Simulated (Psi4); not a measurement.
**OMP2/def2-SVP (density fitting for correlation) run of CH4BFOSi (SMILES O=CB[SiH2]F)**

Aim: the energy change on altering one bond length of CH4BFOSi at OMP2/def2-SVP (density fitting for correlation), from 2 runs. 

The calculation is run with Psi4 1.11.

3 further runs of the same task are left out: 1 that didn't finish, 2 set aside as unsound or not needed.

### 1 Starting point

CH4BFOSi: 9 atoms, total charge 0, spin state singlet. As SMILES, `O=CB[SiH2]F`. Geometry: relaxed at PBE0-D4/def2-TZVP. This is one conformer, not always the lowest.

Bond lengths: O1–C2 1.227 Å, C2–B3 1.522 Å, B3–Si4 2.001 Å, Si4–F5 1.610 Å, C2–H6 1.099 Å, B3–H7 1.195 Å, Si4–H8 1.489 Å, Si4–H9 1.486 Å. Some angles: O1–C2–B3 90.0°, C2–B3–Si4 120.9°, B3–Si4–F5 110.9°, O1–C2–H6 122.9°, B3–C2–H6 147.1°, C2–B3–H7 117.0°, Si4–B3–H7 122.0°, B3–Si4–H8 109.8°, B3–Si4–H9 112.6°, F5–Si4–H8 107.4°.

### 2 The energy at OMP2/def2-SVP (density fitting for correlation)

job.json reads:

```json
{
 "schema_name": "qcschema_input",
 "schema_version": 1,
 "molecule": {
  "schema_name": "qcschema_molecule",
  "schema_version": 2,
  "symbols": ["O", "C", "B", "Si", "F", "H", "H", "H", "H"],
  "geometry": [-1.49193878, 1.47474227, 3.21971537, -0.24245186, 2.72517404, 1.72040666, 1.18693698, 0.35659132, 0.93692621, -0.14588686, -1.90408804, -1.78579119, -2.57153931, -0.65989236, -3.13637845, -0.49586414, 4.77155846, 1.47115179, 3.04000242, -0.16043775, 2.11970579, 1.82169598, -2.27258464, -3.76414547, -0.93390265, -4.41836865, -0.81428299],
  "molecular_charge": 0,
  "molecular_multiplicity": 1,
  "fix_symmetry": "c1"
 },
 "driver": "energy",
 "model": {
  "method": "omp2",
  "basis": "def2-SVP"
 },
 "keywords": {
  "puream": true,
  "e_convergence": 1e-09,
  "d_convergence": 1e-08,
  "scf_type": "pk",
  "num_frozen_docc": 9
 }
}
```

Command:

```bash
$ psi4 --qcschema job.json -n 1 --memory 1600MB
```

stdout:

```text
[...]
  Running in c1 symmetry.
[...]
  Nuclear repulsion =  199.769579646409113
[...]
  Multiplicity = 1
[...]
  Nalpha       = 23
  Nbeta        = 23
[...]
    Number of basis functions: 94
[...]
   @RHF iter   1:  -527.73588678299177   -1.04911e+00   4.33975e-03 ADIIS/DIIS
[...]
   @RHF iter  14:  -527.83180120135683   -7.61702e-12   6.78419e-09 DIIS
[...]
    Orbital Energies [Eh]
    ---------------------
    Doubly Occupied:
       1A    -68.789329     2A    -26.268196     3A    -20.601467
       4A    -11.353342     5A     -7.630354     6A     -6.157430
       7A     -4.269050     8A     -4.267262     9A     -4.266881
      10A     -1.549478    11A     -1.424203    12A     -0.865832
      13A     -0.786689    14A     -0.747950    15A     -0.669356
      16A     -0.659403    17A     -0.659086    18A     -0.624076
      19A     -0.596644    20A     -0.543784    21A     -0.482567
      22A     -0.440070    23A     -0.421336
[...]
  @RHF Final Energy:  -527.83180120135683
   => Energetics <=
    Nuclear Repulsion Energy =            199.7695796464091131
    One-Electron Energy =               -1127.0551895556104682
    Two-Electron Energy =                 399.4538087078445869
    Total Energy =                       -527.8318012013568250
[...]
 Multipole Moments:
 ------------------------------------------------------------------------------------
     Multipole            Electronic (a.u.)      Nuclear  (a.u.)        Total (a.u.)
 ------------------------------------------------------------------------------------
 L = 1.  Multiply by 2.5417464519 to convert [e a0] to [Debye]
 Dipole X            :         -2.1935663            3.0799316            0.8863653
 Dipole Y            :          1.4849338           -0.8155912            0.6693426
 Dipole Z            :         -0.9648759            0.9008352           -0.0640407
 Magnitude           :                                                    1.1125485
[...]
	Warning: cc_lambda option is changed to TRUE
	For this residual convergence, default PCG convergence is:     1.00e-07
[...]
	DF-MP2 Total Energy (a.u.)         :  -528.50645702739507
[...]
	DF-MP2 Total Energy (a.u.)         :  -528.52131410014476
[...]
	DF-OMP2 Total Energy (a.u.)        :  -528.52131410018058
[...]
```

The result, in JSON:

```text
{
 "driver": "energy",
 "model": {
  "method": "omp2",
  "basis": "def2-SVP"
 },
 "success": true,
 "return_result": -528.5213141001806,
 "properties": {
  "calcinfo_nbasis": 94,
  "calcinfo_nmo": 94,
  "calcinfo_nalpha": 23,
  "calcinfo_nbeta": 23,
  "calcinfo_natom": 9,
  "nuclear_repulsion_energy": 199.7695796464091,
  "return_energy": -528.5213141001806,
  "scf_one_electron_energy": -1127.0551895556105,
  "scf_two_electron_energy": 399.4538087078446,
  "scf_dipole_moment": [0.8863652623586256, 0.6693425869697862, -0.06404070687683361],
  "scf_total_energy": -527.8318012013568,
  "scf_iterations": 14,
  "mp2_singles_energy": 0.0,
  "mp2_doubles_energy": -0.6746558260382665,
  "mp2_correlation_energy": -0.6746558260382471,
  "mp2_total_energy": -528.5064570273951
 }
}
```

Run time: 26 s. Hardware: 1 thread of Intel Xeon Platinum 8488C (Sapphire Rapids), shared host; peak memory 0.33 GiB.

### 3 The distorted shape at the same level

ch4bfosi.xyz reads:

```xyz
9
CH4BFOSi
O     -0.596987     0.681654     1.810990
C      0.064213     1.343354     1.017590
B      0.820613     0.089954     0.602990
Si     0.115313    -1.106346    -0.837810
F     -1.360800    -0.349200    -1.659700
H     -0.069887     2.426254     0.885690
H      1.801213    -0.183646     1.228890
H      1.156513    -1.301346    -1.884710
H     -0.301687    -2.436846    -0.323710
```

run_ase.py reads:

```python
import numpy as np
from ase.calculators.psi4 import Psi4
from ase.io import read

atoms = read('ch4bfosi.xyz')
calc = Psi4(atoms=atoms, method='omp2', basis='def2-SVP', memory='1600MB', num_threads=1, charge=0, multiplicity=1, label='psi4-calc')
calc.psi4.set_options({'puream': True, 'e_convergence': 1e-09, 'd_convergence': 1e-08, 'scf_type': 'pk', 'num_frozen_docc': 9})
atoms.calc = calc

print(f'energy: {atoms.get_potential_energy():.6f} eV')
```

Command:

```bash
$ python run_ase.py
```

psi4-calc.dat:

```text
[...]
  Running in c1 symmetry.
[...]
  Nuclear repulsion =  192.960580597246292
[...]
  Multiplicity = 1
[...]
  Nalpha       = 23
  Nbeta        = 23
[...]
    Number of basis functions: 94
[...]
   @RHF iter   1:  -527.70031130207587   -1.24948e+00   4.67036e-03 DIIS/ADIIS
[...]
   @RHF iter  14:  -527.80828900453002   -1.02318e-11   7.32244e-09 DIIS
[...]
    Orbital Energies [Eh]
    ---------------------
    Doubly Occupied:
       1A    -68.810732     2A    -26.227558     3A    -20.606695
       4A    -11.358225     5A     -7.642085     6A     -6.174946
       7A     -4.285178     8A     -4.285080     9A     -4.284711
      10A     -1.466871    11A     -1.429023    12A     -0.870526
      13A     -0.787157    14A     -0.726093    15A     -0.666233
      16A     -0.611257    17A     -0.595955    18A     -0.592995
      19A     -0.587764    20A     -0.549112    21A     -0.496802
      22A     -0.447931    23A     -0.431717
[...]
  @RHF Final Energy:  -527.80828900453002
   => Energetics <=
    Nuclear Repulsion Energy =            192.9605805972462917
    One-Electron Energy =               -1113.6684449540043715
    Two-Electron Energy =                 392.8995753522280552
    Total Energy =                       -527.8082890045300246
[...]
 Multipole Moments:
 ------------------------------------------------------------------------------------
     Multipole            Electronic (a.u.)      Nuclear  (a.u.)        Total (a.u.)
 ------------------------------------------------------------------------------------
 L = 1.  Multiply by 2.5417464519 to convert [e a0] to [Debye]
 Dipole X            :         -2.0492121            3.3379088            1.2886967
 Dipole Y            :          1.4508885           -0.9479159            0.5029726
 Dipole Z            :         -0.8492531            1.0444753            0.1952222
 Magnitude           :                                                    1.3970800
[...]
	Warning: cc_lambda option is changed to TRUE
	For this residual convergence, default PCG convergence is:     1.00e-07
[...]
	DF-MP2 Total Energy (a.u.)         :  -528.48816112588599
[...]
	DF-MP2 Total Energy (a.u.)         :  -528.50415382761196
[...]
	DF-OMP2 Total Energy (a.u.)        :  -528.50415382763322
[...]
```

On the terminal:

```text
energy: -14381.330545 eV
```

Run time: 26 s. Hardware: 1 thread of Intel Xeon Platinum 8488C (Sapphire Rapids), shared host; peak memory 0.34 GiB.

### 4 Results

At OMP2/def2-SVP (density fitting for correlation), 9 core orbitals frozen:

| quantity | value |
| --- | --- |
| first shape: total energy | -528.52131 Eh |
| first shape: HOMO energy (Hartree–Fock orbitals) | -11.47 eV |
| first shape: LUMO energy (Hartree–Fock orbitals) | 2.32 eV |
| first shape: HOMO–LUMO gap (Hartree–Fock orbitals) | 13.78 eV |
| first shape: correlation energy (9 core orbitals frozen) | -689.5 mEh |
| distorted shape: total energy | -528.50415 Eh |
| distorted shape: HOMO energy (Hartree–Fock orbitals) | -11.75 eV |
| distorted shape: LUMO energy (Hartree–Fock orbitals) | 2.10 eV |
| distorted shape: HOMO–LUMO gap (Hartree–Fock orbitals) | 13.84 eV |
| distorted shape: correlation energy (9 core orbitals frozen) | -695.9 mEh |
| energy change with the Si4–F5 bond stretched from 1.610 to 1.851 Å | 0.467 eV |

What this shows: With the Si4–F5 bond stretched from 1.610 to 1.851 Å the energy rises by 0.47 eV (10.8 kcal/mol). The first shape isn't relaxed at this level, so the change isn't measured from a minimum.
